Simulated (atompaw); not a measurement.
**Pseudopotential generation for lutetium: PAW (atompaw), PBE**

Aim: build the potential from the settings below, then test how well it stands in for the atom: scattering, ghost states and the plane-wave cutoff that it needs.

Program: atompaw 4.2.0.5. Reference atom: PBE, scalar-relativistic, spherical and spin-unpolarised. All values are calculated.

**1. The atom and the settings**

Typed settings, in words:

| Item | Value |
| --- | --- |
| element | lutetium (Lu, Z = 71) |
| type | PAW |
| frozen core | [Kr] 4d10 |
| valence charge | 25 |
| reference configuration | 4f14 5s2 5p6 5d1 6s0 6p0 (charge +2) |
| partial waves | 5s (bound): rc 1.40 bohr; 6s (bound, empty): rc 2.40 bohr; 5p (bound): rc 1.90 bohr; 6p (bound, empty): rc 2.00 bohr; 5d (bound): rc 2.70 bohr; 5d channel at -0.25 Ry: rc 2.70 bohr; 4f (bound): rc 0.80 bohr; 4f channel at -1.45 Ry: rc 0.80 bohr |
| local potential | troulliermartins scheme with l = 4 at 1 Ry, radius 1.95 bohr |
| core correction | smooth core density matched at 1.40 bohr |
| augmentation charge | sinc compensation charge, radius 2.50 bohr; PAW radius 2.70 bohr; waves and projectors: custom polynom vanderbiltortho |

**2. Generating the potential**

File Lu.input:

```
Lu 71
GGA-PBE scalarrelativistic loggrid 2001 logderivrange -8 5 326
6 6 5 4 0 0
6 0 0
6 1 0
5 2 1
0 0 0
c
c
c
c
v
v
c
c
c
v
v
c
c
v
v
3
2.70 2.50 1.95 1.40
n
n
y
-0.25
n
y
-1.45
n
custom polynom vanderbiltortho sinc
4 1 troulliermartins
1.40
2.40
1.90
2.00
2.70
2.70
0.80
0.80
PWSCFOUT
UPFDX 0.0125d0 UPFXMIN -7.d0 UPFZMESH 71.d0
END
```

Run with:

```sh
atompaw < Lu.input > Lu.log
```

**Question.** What will these runs give? Wanted: cutoffs for 10 and 1 mRy, occupied levels; bound ghosts; largest phase difference near zero energy, channels read; lowest eigenvalue of the overlap; share of valence orbitals outside the PAW sphere; UPF file.

The runs gave:

| quantity | value |
| --- | --- |
| cutoffs for 10 and 1 mRy, occupied levels | over 300 Ry and over 300 Ry |
| bound ghosts | none found |
| largest phase difference near zero energy, channels read | 0.015 rad |
| lowest eigenvalue of the overlap (Bessel basis) | 0.637 (s) |
| share of valence orbitals outside the PAW sphere | 5s 0 %, 6s 64 %, 5p 2 %, 6p 85 %, 5d 28 %, 4f 0 % |
| UPF file | written |

By its cutoff, over 300 Ry for the looser tolerance, it is very hard. The slowest occupied level is 4f: taken alone it needs over 300 Ry to come within 1 mRy, against 35 Ry for 5s. The Bessel-basis test finds no level below the valence levels. Near zero energy the phases of the channels with partial waves agree within 0.015 rad.
